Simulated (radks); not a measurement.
# Taking charge from the 5p level of Ce⁺ in fractions

Aim: follow energy and eigenvalue as charge leaves the 5p level of Ce⁺ bit by bit, and test Janak's theorem, Slater's transition state and the straight-line condition.

Method: Dirac Kohn-Sham, LDA (Slater exchange, Perdew-Wang correlation), spin-unpolarised, spherical densities, finite nucleus; open shells are shared between the two j in proportion to 2j + 1. Code: radks (a radial shooting solver on a logarithmic mesh, Libxc functionals) version 1.

## Step 1: The atom as given

| Quantity | Value |
| --- | --- |
| element | cerium (Z = 58) |
| charge | +1 |
| electrons | 57 |
| configuration | [Xe] 4f1 5d2 |
| nuclear rms radius | 4.8771 fm |

The outer shells:

Ce⁺
```
[Xe] core
4f [↑ ][  ][  ][  ][  ][  ][  ]
5d [↑ ][↑ ][  ][  ][  ]
```

## Step 2: Start: [Xe] 4f1 5d2

Settings of this run:

```text
Z 58
configuration [Xe] 4f1 5d2
relativity Dirac
functional lda,pw
spin unpolarised
j_filling average
nucleus finite rms 4.8771 fm
c 137.035999084
```

## Step 3: 0.25 electron removed from 5p

Changes since step 2:

```diff
@@ -1,3 +1,3 @@
 Z 58
-configuration [Xe] 4f1 5d2
+configuration [Kr] 4d10 4f1 5s2 5p5.75 5d2
 relativity Dirac
```

## Step 4: 0.5 electron removed from 5p

Changes since step 3:

```diff
@@ -1,3 +1,3 @@
 Z 58
-configuration [Kr] 4d10 4f1 5s2 5p5.75 5d2
+configuration [Kr] 4d10 4f1 5s2 5p5.5 5d2
 relativity Dirac
```

## Step 5: 0.75 electron removed from 5p

Changes since step 4:

```diff
@@ -1,3 +1,3 @@
 Z 58
-configuration [Kr] 4d10 4f1 5s2 5p5.5 5d2
+configuration [Kr] 4d10 4f1 5s2 5p5.25 5d2
 relativity Dirac
```

## Step 6: 1 electron removed from 5p

Changes since step 5:

```diff
@@ -1,3 +1,3 @@
 Z 58
-configuration [Kr] 4d10 4f1 5s2 5p5.25 5d2
+configuration [Kr] 4d10 4f1 5s2 5p5 5d2
 relativity Dirac
```

Before running it: what results should come out? Wanted: for each run, removed; E − E(0); eigenvalue; E minus straight line.

The runs gave:

| removed (e) | E − E(0) (eV) | eigenvalue (eV) | E minus straight line (eV) |
| --- | --- | --- | --- |
| 0 | 0.000 | -27.460 | 0.000 |
| 0.25 | 7.172 | -29.930 | -0.968 |
| 0.5 | 14.974 | -32.502 | -1.306 |
| 0.75 | 23.429 | -35.158 | -0.990 |
| 1 | 32.559 | -37.887 | 0.000 |

Removing the whole electron costs 32.559 eV, against 27.460 eV from minus the starting eigenvalue. Slater's transition state, half an electron removed, gives 32.502 eV. The trapezoid integral of minus the eigenvalue gives 32.566 eV over the range, against 32.559 eV from the energies (Janak's theorem). The eigenvalue moves by 10.4 eV per electron. E bends below the straight line by 1.31 eV at 0.5 electron removed.
